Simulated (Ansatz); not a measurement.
# C2ClF3O: taking an electron away

The task here is to estimate one member of a computed series from the others.

Method: unrestricted cation, the program's frozen cores in correlated methods; program: Ansatz 0.2.0, Gaussian basis.

Plan: UKS PBE-D4/def2-TZVPP; UKS r2SCAN-D4/def2-TZVPP; UKS PBE0-D4/def2-TZVPP; UKS B3LYP-D4/def2-TZVPP; UKS wB97X-V/def2-TZVPP; UKS wB97M-V/def2-TZVPP; UKS B2PLYP/def2-TZVPP; UHF-CCSD(T)/def2-TZVPP; UHF-MP2/def2-QZVPP; extrapolation to the limit; then −ε(HOMO) from the neutral's earlier runs with LDA (SPW92), PBE-D4, revPBE-D4, BLYP-D4, r2SCAN-D4, B97M-V, PBE0-D4, B3LYP-D4, r2SCANh-D4, r2SCAN0-D4, HSE06-D4, BHLYP-D4, CAM-B3LYP-D4, LC-ωPBE, ωB97X-V, ωB97M-V.

## The geometry

The geometry comes from an earlier relaxation with PBE0-D4 in a triple-zeta def2 set; it is a stationary point, not always the lowest conformer.

SMILES `O=C(Cl)C(F)(F)F`, 7 atoms, charge 0, spin multiplicity 1.

Atoms are counted from 1 here; the program's logs count them from 0.

Bond lengths: O1–C2 1.176 Å, C2–Cl3 1.743 Å, C2–C4 1.550 Å, C4–F5 1.320 Å, C4–F6 1.329 Å, C4–F7 1.328 Å. Angles: O1–C2–Cl3 124.4°, O1–C2–C4 123.6°, Cl3–C2–C4 111.9°, C2–C4–F5 109.8°, C2–C4–F6 110.1°, C2–C4–F7 110.1°, F5–C4–F6 109.0°, F5–C4–F7 109.0°, F6–C4–F7 108.8°.

The first run:

Contents of in.yaml:

```yaml
crystal:
  periodic: [false, false, false]
  atoms:
    - {symbol: O, position_ang: [1.280521, -1.259632, 0.556621]}
    - {symbol: C, position_ang: [0.219249, -0.809026, 0.324178]}
    - {symbol: Cl, position_ang: [-1.285059, -1.654812, 0.567729]}
    - {symbol: C, position_ang: [-0.003435, 0.617736, -0.238630]}
    - {symbol: F, position_ang: [1.159807, 1.217943, -0.408480]}
    - {symbol: F, position_ang: [-0.739008, 1.332357, 0.605873]}
    - {symbol: F, position_ang: [-0.632076, 0.555434, -1.407292]}
basis:
  gaussian: {orbitals: def2-TZVPP}
total_charge: 1
magnetization: {spin_polarized: true, initial_magnetization: 1}
hamiltonian: {xc: pbe, dispersion: d4}
```

Command:

```console
ansatz run in.yaml --threads 2 --pin off --events-out ev --progress --plain --max-ram 32768MiB --backend cpu
```

Steps of the session up to this table: Cation, UKS PBE-D4/def2-TZVPP; Cation, UKS r2SCAN-D4/def2-TZVPP; Cation, UKS PBE0-D4/def2-TZVPP; Cation, UKS B3LYP-D4/def2-TZVPP; Cation, UKS wB97X-V/def2-TZVPP; Cation, UKS wB97M-V/def2-TZVPP; Cation, UKS B2PLYP (frozen core)/def2-TZVPP; Cation, UHF-CCSD(T)/def2-TZVPP; Cation, UHF-MP2/def2-QZVPP.

One table of the session follows, with a row left open; its other results are not shown here.

It belongs to the step «Ionisation energies side by side». For comparison, −ε(HOMO) of the neutral from earlier runs:

```
  functional  −ε(HOMO) (eV)
 LDA (SPW92)           8.07
      PBE-D4           7.85
   revPBE-D4           7.76
     BLYP-D4           7.75
   r2SCAN-D4           8.24
      B97M-V           8.35
     PBE0-D4           9.50
    B3LYP-D4           9.25
  r2SCANh-D4           8.85
  r2SCAN0-D4              ?
    HSE06-D4           9.09
    BHLYP-D4          11.10
CAM-B3LYP-D4          10.96
     LC-ωPBE          12.22
     ωB97X-V          11.90
     ωB97M-V          11.80
```

Estimate the missing values for r2SCAN0-D4.

Worked estimate for «−ε(HOMO) (eV)». Against the share of exact exchange, r2SCAN-D4 (0, 8.24), r2SCANh-D4 (0.1, 8.85) give a slope of 6.10 per unit share; at 0.25 the line stands at 9.76.

**Answer.** −ε(HOMO) (eV): 9.77. In «−ε(HOMO) (eV)» the line misses by -0.01.
